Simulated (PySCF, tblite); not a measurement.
# C6H11P: geometry, infrared bands and NMR shifts

What infrared bands and NMR shifts should C6H11P (`CCC1=CCPC1`) show?

Programs: tblite 0.8.0 and PySCF 2.14.0, with density-fitted response routines of our own. Each step states its level of theory. These are calculated values for one molecule in the gas phase, unless marked as measured. Atoms count from 0, in the outputs and in this text.

## Step 1: The molecule as given

18 atoms, charge 0, multiplicity 1; geometry from: force field or distance geometry start.

Bonds of the start (Å): C0–C1 1.51, C1–C2 1.52, C2–C3 1.29, C3–C4 1.48, C4–P5 1.85, P5–C6 1.87, C6–C2 1.47, C0–H7 1.11, C0–H8 1.13, C0–H9 1.09, C1–H10 1.08, C1–H11 1.13, C3–H12 1.11, C4–H13 1.12, C4–H14 1.12, P5–H15 1.43, C6–H16 1.10, C6–H17 1.10.

## Step 2: Optimising the geometry with GFN2-xTB

What the job is given:

```
{"job": {"kind": "relax", "xc": "GFN2-xTB", "basis": "xTB"}, "charge": 0, "multiplicity": 1}
C      2.389700    -0.200400     0.188300
C      1.298500    -0.477200    -0.814100
C     -0.029200    -0.031900    -0.212700
C     -0.770400     0.865700    -0.780000
C     -2.049400     1.239200    -0.135500
P     -2.332100    -0.226200     0.961900
C     -0.510900    -0.637800     1.042000
H      2.583900     0.876400     0.367200
H      2.072000    -0.700500     1.152600
H      3.309800    -0.641800    -0.182800
H      1.459200    -0.107700    -1.813200
H      1.241500    -1.606200    -0.911500
H     -0.476500     1.366700    -1.724500
H     -2.864900     1.356100    -0.888500
H     -1.964500     2.141800     0.514600
H     -3.059500    -1.296400     0.342000
H     -0.301600    -1.716200     0.967000
H     -0.004300    -0.197200     1.915500
```

Launch:

```console
$ OMP_NUM_THREADS=1 python probes_run.py task.json out
```

The driver reads the jobs from task.json and runs them one after another.

**Question.** This job is followed by: GFN2-xTB harmonic vibrations, gas phase; GIAO PBE0/pcSseg-1 NMR shielding, non-relativistic, gas phase. Predict these results of the whole session: strongest single infrared mode (GFN2-xTB); zero-point energy (GFN2-xTB); ¹³C shifts against TMS (PBE0/pcSseg-1); ¹H shifts against TMS (PBE0/pcSseg-1, means over atoms taken as alike); ³¹P shifts against H3PO4 (PBE0/pcSseg-1).

As calculated:

```
                                                              quantity                                     value
                             strongest single infrared mode (GFN2-xTB)                     2220 cm⁻¹, 206 km/mol
                                          zero-point energy (GFN2-xTB)                             94.9 kcal/mol
                                ¹³C shifts against TMS (PBE0/pcSseg-1)  157.0, 133.2, 33.4, 32.3, 31.7, 16.1 ppm
¹H shifts against TMS (PBE0/pcSseg-1, means over atoms taken as alike)    5.96, 3.34, 2.53, 2.37, 2.36, 1.09 ppm
                              ³¹P shifts against H3PO4 (PBE0/pcSseg-1)                                 -70.4 ppm
```

In words: Relaxing lowered the energy by 0.940 eV in 55 steps; the close pair that moved most is C0–H8, from 1.132 to 1.087 Å. No mode is imaginary among the 48: a minimum at this level. The strongest single mode, at 2220 cm⁻¹, moves mainly H15. GFN2-xTB is a fitted tight-binding method: band positions and strengths are rough. Its intensities can rank the bands wrongly. H12 (hydrogen on an alkene CH) lies farthest downfield among hydrogen, at 5.96 ppm; attached to an sp2 carbon and in the plane of the double bond. At PBE0/pcSseg-1: The largest span, 211 ppm, is at C2, where the paramagnetic term is -233 ppm.
